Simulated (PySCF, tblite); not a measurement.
# C9H14O: geometry, infrared bands and NMR shifts

What infrared bands and NMR shifts should C9H14O (`C=C1C[C@@H](C=O)[C@H]1CCC`) show?

Computed with tblite 0.8.0 and PySCF 2.14.0, with density-fitted response routines of our own, on a single molecule in the gas phase. Atoms count from 0, in the outputs and in this text.

### Step 1. Starting geometry

24 atoms, charge 0, multiplicity 1; geometry from: force field or distance geometry start.

Bonds of the start (Å): C0–C1 1.34, C1–C2 1.46, C2–C3 1.50, C3–C4 1.48, C4–O5 1.24, C3–C6 1.50, C6–C7 1.50, C7–C8 1.49, C8–C9 1.51, C6–C1 1.48, C0–H10 1.07, C0–H11 1.11, C2–H12 1.12, C2–H13 1.11, C3–H14 1.12, C4–H15 1.08, C6–H16 1.11, C7–H17 1.10, C7–H18 1.12, C8–H19 1.11, C8–H20 1.12, C9–H21 1.11, C9–H22 1.07, C9–H23 1.12.

### Step 2. Relaxing the molecule with GFN2-xTB

Job settings and geometry (Å):

```
{"job": {"kind": "relax", "xc": "GFN2-xTB", "basis": "xTB"}, "charge": 0, "multiplicity": 1}
C     -2.005000    -2.212300     0.416100
C     -1.599100    -0.960700     0.183800
C     -2.176700     0.349800     0.460600
C     -1.129300     0.997500    -0.388700
C     -0.465700     2.156500     0.251500
O     -0.494800     3.228000    -0.374600
C     -0.400200    -0.317300    -0.397500
C      0.730300    -0.325800     0.594100
C      2.013000     0.275700     0.127700
C      2.587500    -0.410000    -1.083900
H     -1.397000    -3.046200     0.130100
H     -2.999800    -2.361400     0.895700
H     -3.187800     0.489700    -0.003700
H     -2.134000     0.692400     1.512600
H     -1.553900     1.301200    -1.375800
H      0.038400     2.156000     1.209200
H     -0.133400    -0.689900    -1.413500
H      0.388400     0.194200     1.502600
H      0.904200    -1.378900     0.920800
H      1.888900     1.364400    -0.023200
H      2.752200     0.144100     0.958200
H      3.278000    -1.200500    -0.716700
H      1.870700    -0.787400    -1.786200
H      3.213200     0.360700    -1.591700
```

Launch:

```sh
$ OMP_NUM_THREADS=1 python probes_run.py task.json out
```

This one command runs all jobs of the session in turn.

Output:

```text
step      E/eV     max force
  0    -826.89719    4.106
  1    -827.15428    4.770
  2    -827.30734    1.608
  3    -827.37611    0.890
  4    -827.47338    0.679
  5    -827.51837    0.863
  6    -827.54606    0.382
  7    -827.56746    0.279
  8    -827.58219    0.301
  9    -827.59357    0.247
 10    -827.60495    0.218
 11    -827.61568    0.237
 12    -827.62676    0.280
 13    -827.63757    0.240
 14    -827.64690    0.188
 15    -827.65361    0.177
 16    -827.65895    0.151
 17    -827.66429    0.136
 18    -827.66960    0.158
 19    -827.67438    0.192
 20    -827.67861    0.170
 21    -827.68261    0.122
 22    -827.68625    0.115
 23    -827.68898    0.121
 24    -827.69102    0.149
 25    -827.69308    0.134
 26    -827.69548    0.126
 27    -827.69792    0.101
 28    -827.69995    0.089
 29    -827.70170    0.092
 30    -827.70367    0.112
 31    -827.70608    0.130
 32    -827.70851    0.093
 33    -827.71057    0.094
 34    -827.71239    0.086
 35    -827.71429    0.091
 36    -827.71618    0.094
 37    -827.71774    0.080
 38    -827.71893    0.057
 39    -827.71999    0.081
 40    -827.72102    0.072
 41    -827.72190    0.063
 42    -827.72254    0.052
 43    -827.72300    0.045
 44    -827.72332    0.042
 45    -827.72355    0.036
 46    -827.72374    0.026
 47    -827.72398    0.035
 48    -827.72420    0.037
 49    -827.72445    0.036
 50    -827.72464    0.035
 51    -827.72480    0.029
 52    -827.72496    0.031
 53    -827.72512    0.030
 54    -827.72530    0.029
 55    -827.72547    0.026
 56    -827.72564    0.028
 57    -827.72580    0.021
 58    -827.72593    0.023
 59    -827.72607    0.023
 60    -827.72624    0.029
 61    -827.72644    0.033
 62    -827.72668    0.029
 63    -827.72694    0.035
 64    -827.72722    0.036
 65    -827.72755    0.036
 66    -827.72790    0.041
 67    -827.72827    0.044
 68    -827.72867    0.043
 69    -827.72909    0.042
 70    -827.72944    0.035
 71    -827.72969    0.033
 72    -827.72987    0.034
 73    -827.73003    0.036
 74    -827.73019    0.027
 75    -827.73031    0.027
 76    -827.73040    0.026
 77    -827.73049    0.025
 78    -827.73065    0.019
 79    -827.73075    0.022
 80    -827.73087    0.020
 81    -827.73097    0.024
 82    -827.73113    0.031
 83    -827.73135    0.032
 84    -827.73159    0.027
 85    -827.73180    0.028
 86    -827.73201    0.030
 87    -827.73230    0.032
 88    -827.73263    0.038
 89    -827.73292    0.041
 90    -827.73314    0.036
 91    -827.73336    0.027
 92    -827.73363    0.037
 93    -827.73395    0.040
 94    -827.73427    0.044
 95    -827.73448    0.047
 96    -827.73477    0.042
 97    -827.73509    0.034
 98    -827.73565    0.049
 99    -827.73608    0.056
100    -827.73654    0.051
101    -827.73693    0.055
102    -827.73726    0.049
103    -827.73752    0.038
104    -827.73772    0.036
105    -827.73788    0.027
106    -827.73798    0.027
107    -827.73809    0.043
108    -827.73819    0.031
109    -827.73833    0.028
110    -827.73843    0.031
111    -827.73850    0.024
112    -827.73859    0.027
113    -827.73880    0.026
114    -827.73893    0.027
115    -827.73907    0.028
116    -827.73918    0.035
117    -827.73930    0.037
118    -827.73943    0.023
119    -827.73957    0.021
120    -827.73963    0.019
121    -827.73971    0.017
122    -827.73979    0.016
123    -827.73987    0.018
124    -827.73996    0.020
125    -827.74005    0.020
126    -827.74014    0.022
127    -827.74023    0.025
128    -827.74035    0.025
129    -827.74052    0.032
130    -827.74074    0.033
131    -827.74096    0.027
132    -827.74113    0.027
133    -827.74126    0.029
134    -827.74138    0.025
135    -827.74150    0.023
136    -827.74161    0.025
137    -827.74174    0.026
138    -827.74194    0.033
139    -827.74223    0.038
140    -827.74253    0.033
141    -827.74276    0.032
142    -827.74293    0.029
143    -827.74309    0.040
144    -827.74328    0.030
145    -827.74348    0.023
146    -827.74361    0.024
147    -827.74369    0.023
148    -827.74380    0.021
149    -827.74388    0.019
150    -827.74395    0.018
151    -827.74401    0.017
152    -827.74409    0.015
153    -827.74416    0.017
154    -827.74422    0.016
155    -827.74425    0.020
156    -827.74429    0.013
157    -827.74433    0.010
```

Run time: 3.6 s. Hardware: 1 thread of Intel Xeon at 2.50GHz, shared host; peak memory 0.18 GiB.

Along the way: (not every step is listed)

```csv
step,energy from step 0 (eV),largest force (eV/Å)
0,0.0000,4.1062
1,-0.2571,4.7698
2,-0.4101,1.6083
3,-0.4789,0.8904
4,-0.5762,0.6785
5,-0.6212,0.8632
6,-0.6489,0.3824
7,-0.6703,0.2789
8,-0.6850,0.3009
22,-0.7891,0.1150
36,-0.8190,0.0935
50,-0.8274,0.0350
64,-0.8300,0.0359
78,-0.8335,0.0192
92,-0.8364,0.0367
106,-0.8408,0.0275
120,-0.8424,0.0194
134,-0.8442,0.0247
148,-0.8466,0.0210
152,-0.8469,0.0146
153,-0.8470,0.0169
154,-0.8470,0.0161
155,-0.8471,0.0195
156,-0.8471,0.0132
157,-0.8471,0.0098
```

Close pairs (by a distance rule), those that changed most:

```csv
bond,before (Å),after (Å),change (Å)
C3–C6,1.503,1.560,+0.056
C2–C3,1.496,1.551,+0.055
C1–C2,1.459,1.503,+0.044
C4–O5,1.241,1.201,-0.040
C0–H11,1.114,1.077,-0.037
C7–C8,1.492,1.529,+0.037
C2–H12,1.121,1.089,-0.033
C1–C6,1.480,1.509,+0.029
```

The next job starts from the end point, and lists it.

### Step 3. Vibrational analysis with GFN2-xTB

Job settings and geometry (Å):

```
{"job": {"kind": "ir", "xc": "GFN2-xTB", "basis": "xTB"}, "charge": 0, "multiplicity": 1}
C     -2.030954    -2.035317     0.899225
C     -1.658820    -0.913785     0.319960
C     -2.350922     0.393012     0.053097
C     -1.012337     0.975785    -0.470782
C     -0.510983     2.085077     0.389676
O     -0.226817     3.185551     0.001099
C     -0.360508    -0.427370    -0.274580
C      0.877057    -0.559841     0.607846
C      2.072581     0.257126     0.117370
C      2.566001    -0.165442    -1.261242
H     -1.355037    -2.865423     1.013175
H     -3.029332    -2.168674     1.280524
H     -3.132792     0.344141    -0.702853
H     -2.754325     0.888560     0.936243
H     -1.037865     1.312223    -1.508631
H     -0.463945     1.832874     1.467573
H     -0.160624    -0.893428    -1.242340
H      0.630709    -0.259247     1.628343
H      1.152030    -1.617131     0.639404
H      1.805513     1.315651     0.095532
H      2.885282     0.139192     0.837934
H      2.782741    -1.231897    -1.280358
H      1.825768     0.053801    -2.026556
H      3.475844     0.374326    -1.512105
```

Output:

```text
mode    cm-1     km/mol
  1      21.5      2.03
  2      48.7      0.19
  3      83.1      9.12
  4     107.3      0.20
  5     143.2      0.13
  6     214.0      1.63
  7     226.8      0.02
  8     283.5      0.68
  9     329.3      2.13
 10     347.1      4.39
 11     392.7      1.87
 12     427.9     10.00
 13     476.1      1.05
 14     510.5      0.80
 15     659.5      0.63
 16     721.7      2.80
 17     784.0      6.85
 18     853.6     25.84
 19     876.9      3.82
 20     892.5     18.47
 21     913.3      1.07
 22     921.1      0.59
 23     936.3      0.93
 24     940.6      5.41
 25     977.9      0.52
 26    1023.2      2.62
 27    1044.6      7.66
 28    1072.2      5.72
 29    1073.6      1.21
 30    1117.5      4.30
 31    1154.1     25.06
 32    1172.9     22.73
 33    1186.6      3.99
 34    1197.4      5.61
 35    1208.6      1.92
 36    1222.5      0.98
 37    1239.5      5.65
 38    1259.9      2.12
 39    1276.6      2.11
 40    1295.5      2.18
 41    1345.1      0.28
 42    1351.0      4.06
 43    1385.5     19.89
 44    1405.9      1.20
 45    1416.2      2.91
 46    1448.0      3.59
 47    1490.4      1.64
 48    1494.5      0.23
 49    1502.9      2.19
 50    1511.5      2.85
 51    1775.0    260.87
 52    1776.6    133.38
 53    2759.5    102.25
 54    2946.5      9.99
 55    2966.0     25.26
 56    2971.5     37.33
 57    2977.5      6.38
 58    2984.9      8.44
 59    2987.7     90.51
 60    2994.2     39.35
 61    3005.1     31.35
 62    3027.6     53.71
 63    3038.5     49.52
 64    3046.1     28.81
 65    3102.4     19.66
 66    3127.0     34.28
```

It took 4.4 s on 1 thread of Intel Xeon at 2.50GHz, shared host; peak memory 0.18 GiB.

Which atoms move in the most intense modes:

```csv
cm⁻¹,km/mol,atoms
1775,260.9,"C4 54 %, O5 35 %"
1777,133.4,"C1 54 %, C0 32 %"
2760,102.2,H15 94 %
2972,37.3,"H20 67 %, H17 15 %"
2988,90.5,"H17 37 %, H14 19 %, H13 18 %, H18 13 %"
2994,39.4,"H19 76 %, H20 12 %"
3028,53.7,H21 89 %
3038,49.5,"H22 46 %, H23 44 %"
```

### Step 4. Shielding tensors: PBE0/pcSseg-1

The job, as its differences from that of step 3:

```diff
@@ -1,2 +1,2 @@
-{"job": {"kind": "ir", "xc": "GFN2-xTB", "basis": "xTB"}, "charge": 0, "multiplicity": 1}
+{"job": {"kind": "nmr", "xc": "PBE0", "basis": "pcSseg-1"}, "charge": 0, "multiplicity": 1}
 C     -2.030954    -2.035317     0.899225
```

Level: GIAO PBE0/pcSseg-1 NMR shielding, non-relativistic, gas phase.

Output:

```text
coarse grid: 19544 points
cycle   1  E = -425.7702887062  dE =  1.404e+00  |g| = 8.236e-01  |ddm| = 4.416e+00
cycle   2  E = -425.4246873986  dE =  3.456e-01  |g| = 1.576e+00  |ddm| = 2.227e+00
cycle   3  E = -425.9071879457  dE = -4.825e-01  |g| = 2.093e-01  |ddm| = 1.696e+00
cycle   4  E = -425.9171220479  dE = -9.934e-03  |g| = 6.036e-02  |ddm| = 2.464e-01
cycle   5  E = -425.9178793001  dE = -7.573e-04  |g| = 2.093e-02  |ddm| = 7.301e-02
cycle   6  E = -425.9179713286  dE = -9.203e-05  |g| = 7.275e-03  |ddm| = 2.172e-02
cycle   7  E = -425.9179836971  dE = -1.237e-05  |g| = 1.829e-03  |ddm| = 6.804e-03
cycle   8  E = -425.9179843879  dE = -6.908e-07  |g| = 5.277e-04  |ddm| = 2.217e-03
final grid: 187288 points
cycle   9  E = -425.9917645373  dE = -6.428e-05  |g| = 1.303e-02  |ddm| = 5.132e-02
cycle  10  E = -425.9916937289  dE =  7.081e-05  |g| = 2.298e-02  |ddm| = 2.873e-02
cycle  11  E = -425.9918003919  dE = -1.067e-04  |g| = 3.512e-03  |ddm| = 2.014e-02
cycle  12  E = -425.9918029644  dE = -2.573e-06  |g| = 2.489e-04  |ddm| = 2.776e-03
cycle  13  E = -425.9918029772  dE = -1.278e-08  |g| = 1.111e-04  |ddm| = 4.569e-04
cycle  14  E = -425.9918029800  dE = -2.796e-09  |g| = 3.104e-05  |ddm| = 1.433e-04
cycle  15  E = -425.9918029802  dE = -2.228e-10  |g| = 7.738e-06  |ddm| = 3.954e-05
converged SCF energy = -425.9918029802

GIAO shielding tensors (ppm)
atom      isotropic    diamagn.    paramagn.     s11        s22        s33       span
  0 C       72.644     252.563    -179.919    -40.305     92.365    165.871    206.176
  1 C       26.022     263.663    -237.641    -85.981     19.233    144.814    230.795
  2 C      157.809     251.991     -94.181    147.420    148.699    177.309     29.890
  3 C      143.706     251.944    -108.239    121.430    141.967    167.720     46.291
  4 C      -22.745     249.920    -272.666   -120.629    -40.373     92.765    213.394
  5 O     -370.134     396.977    -767.110  -1012.013   -449.150    350.762   1362.775
  6 C      142.292     247.505    -105.213    125.010    143.903    157.963     32.953
  7 C      152.307     248.476     -96.169    135.518    150.221    171.184     35.666
  8 C      164.635     248.651     -84.016    157.125    165.483    171.296     14.171
  9 C      172.388     247.822     -75.434    158.596    172.215    186.354     27.758
 10 H       26.316      32.227      -5.910     22.703     25.096     31.150      8.447
 11 H       26.363      28.721      -2.358     23.087     25.552     30.451      7.365
 12 H       28.643      29.727      -1.084     24.712     26.994     34.223      9.510
 13 H       28.930      30.467      -1.537     25.926     26.676     34.187      8.260
 14 H       28.913      33.082      -4.170     26.571     27.589     32.578      6.007
 15 H       21.436      30.472      -9.036     18.016     21.330     24.962      6.945
 16 H       28.261      33.959      -5.698     25.280     28.620     30.882      5.602
 17 H       29.571      33.357      -3.786     25.670     29.309     33.734      8.064
 18 H       30.124      33.416      -3.292     25.367     29.863     35.144      9.777
 19 H       30.241      32.695      -2.454     25.122     30.242     35.359     10.238
 20 H       30.300      30.471      -0.170     24.797     28.815     37.289     12.493
 21 H       31.084      29.988       1.096     26.949     28.888     37.414     10.465
 22 H       30.686      31.743      -1.056     25.786     30.837     35.436      9.650
 23 H       30.549      27.968       2.580     26.005     27.496     38.145     12.140
```

It took 3.5 min on 1 thread of Intel Xeon at 2.50GHz, shared host; peak memory 1.1 GiB.

The references, computed at this level on geometries of the same kind, shield at (ppm): 1H TMS 31.72, 13C TMS 186.9, 17O H2O 336.1. Their shielding less the atom's gives the shift. The references are single molecules in the gas phase, so shifts against H2O, NH3, PH3, H3PO4 or CFCl3 are not on the usual liquid scales and can be off by tens of ppm. Atoms listed in one row are averaged.

```csv
atoms,environment,σ (ppm),δ (ppm),δ scaled to CDCl3
C4,aldehyde carbonyl carbon,-22.7,209.7,202.7
C1,fully substituted alkene carbon,26.0,160.9,155.1
C0,terminal =CH2 carbon,72.6,114.3,109.6
C6,allylic sp3 CH,142.3,44.6,41.6
C3,sp3 CH α to a carbonyl,143.7,43.2,40.3
C7,sp3 CH2,152.3,34.6,31.9
C2,allylic sp3 CH2,157.8,29.1,26.5
C8,sp3 CH2,164.6,22.3,19.8
C9,methyl carbon,172.4,14.5,12.3
H15,hydrogen on an aldehyde carbonyl carbon,21.44,10.28,9.80
H10,hydrogen on a terminal =CH2 carbon,26.32,5.40,5.20
H11,hydrogen on a terminal =CH2 carbon,26.36,5.35,5.15
H16,hydrogen on an allylic sp3 CH,28.26,3.46,3.36
H12,hydrogen on an allylic sp3 CH2,28.64,3.07,3.00
H14,hydrogen on an sp3 CH α to a carbonyl,28.91,2.80,2.75
H13,hydrogen on an allylic sp3 CH2,28.93,2.79,2.73
H17,hydrogen on an sp3 CH2,29.57,2.15,2.13
H18,hydrogen on an sp3 CH2,30.12,1.59,1.61
H19,hydrogen on an sp3 CH2,30.24,1.48,1.50
H20,hydrogen on an sp3 CH2,30.30,1.42,1.44
"H21, H22, H23",hydrogen on a methyl carbon,30.77,0.94,1.00
O5,aldehyde oxygen,-370.1,706.2,–
```

The scaled column applies a straight-line fit of computed shieldings to shifts measured in CDCl3 (root-mean-square error 0.16 ppm for H, 1.9 ppm for C).

Charges from the same density, by scheme (e):

```csv
atoms,Mulliken,IAO,Hirshfeld,ESP fit
C0,-0.06,-0.35,-0.12,-0.60
C1,-0.30,0.02,0.01,0.09
C2,-0.05,-0.28,-0.07,-0.26
C3,-0.31,-0.18,-0.04,0.06
C4,0.31,0.27,0.13,0.33
O5,-0.35,-0.39,-0.23,-0.44
C6,-0.20,-0.12,-0.02,0.14
C7,-0.17,-0.26,-0.07,-0.32
C8,-0.27,-0.25,-0.07,0.18
C9,-0.28,-0.42,-0.12,-0.27
```

Mayer bond orders: C0–C1 2.03, C1–C2 1.02, C2–C3 1.01, C3–C4 0.97, C4–O5 2.00, C3–C6 0.97, C6–C7 1.01, C7–C8 1.05, C8–C9 1.05, C6–C1 0.97.

Ring of atoms C1, C2, C3, C6: NICS(0) 4.0, NICS(1) 0.1, NICS(1)zz 3.3 ppm (means of both faces).

### Step 5. What came out

| quantity | value |
| --- | --- |
| strongest single infrared mode (GFN2-xTB) | 1775 cm⁻¹, 261 km/mol |
| zero-point energy (GFN2-xTB) | 129.3 kcal/mol |
| 13C shifts against TMS (PBE0/pcSseg-1) | 209.7, 160.9, 114.3, 44.6, 43.2, 34.6, 29.1, 22.3, 14.5 ppm |
| 1H shifts against TMS (PBE0/pcSseg-1, means over atoms taken as alike) | 10.28, 5.40, 5.35, 3.46, 3.07, 2.80, 2.79, 2.15, 1.59, 1.48, 1.42, 0.94 ppm |
| 17O shifts against H2O (PBE0/pcSseg-1) | 706.2 ppm |

**Reading.** The optimisation took 157 steps and gained 0.847 eV; among the close pairs (by a distance rule), C3–C6 changed most, from 1.503 to 1.560 Å. All 66 modes are real, so the xTB geometry is a minimum. Unscaled tight-binding wavenumbers are off by several per cent, some by more. Its intensities can rank the bands wrongly. C4 (aldehyde carbonyl carbon) lies farthest downfield among carbon, at 209.7 ppm; the double bond to the heteroatom, with no lone-pair donor beside it, deshields it most. H15 (hydrogen on an aldehyde carbonyl carbon) lies farthest downfield among hydrogen, at 10.28 ppm; the formyl region, downfield of aromatic protons. At PBE0/pcSseg-1: The widest tensor belongs to O5: span 1363 ppm, with a paramagnetic part of -767 ppm.
